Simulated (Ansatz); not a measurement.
MoPd2 under changes of volume

One of the cells (14.857 Å³/atom); the others are scaled copies at fixed shape and fractional positions:

```xyz
3
Lattice="-1.3735 1.9720 4.1138 1.3735 -1.9720 4.1138 1.3735 1.9720 -4.1138" Properties=species:S:1:pos:R:3 pbc="T T T"
Pd    0.0000    0.0000    5.4730
Pd    0.0000    0.0000    2.7546
Mo    0.0000    0.0000    0.0000
```

The cell comes from a database or a generator and needn't be the stable form of this composition.

- Program: Ansatz 0.2.0
- Functional: PBEsol
- Potentials or basis: all-electron LAPW, scalar-relativistic
- Cutoff: 274 eV (chosen from the basis error)
- Basis error allowed: 0.001 eV/atom
- k mesh: 12 × 12 × 12
- Occupations: fermi-dirac, width 0.05 eV
- Spin: no spin polarisation

| volume (Å³/atom) | energy over the lowest point (meV/atom) | pressure (GPa) | largest force (eV/Å) |
| --- | --- | --- | --- |
| 13.966 | 18.47 | 11.0 | 0.049 |
| 14.263 | 3.90 | 4.9 | 0.024 |
| 14.560 | 0.00 | -0.5 | 0.001 |
| 14.857 | 5.54 | -5.3 | 0.020 |
| 15.154 | ? | ? | ? |
| 15.452 | 40.72 | -13.3 | 0.059 |
| 15.749 | 68.50 | -16.6 | 0.077 |

**Question.** What does the run at 15.154 Å³/atom give?

**Answer.** Energy over the lowest point 19.44 meV/atom; pressure -9.5 GPa; largest force 0.040 eV/Å.

Worked out: A Birch-Murnaghan fit of order 3 (a polynomial in V^(-2/3)) to the other rows has its minimum at 14.53 Å³/atom with B0 = V·E''(V) = 252 GPa and B' = 5.0 at fixed shape and positions, which overstates the stiffness. It gives 19.40 meV/atom at 15.154 Å³/atom, against the run's 19.44, and -dE/dV = -9.6 GPa, against -9.5.

Energies are extrapolated to zero smearing.
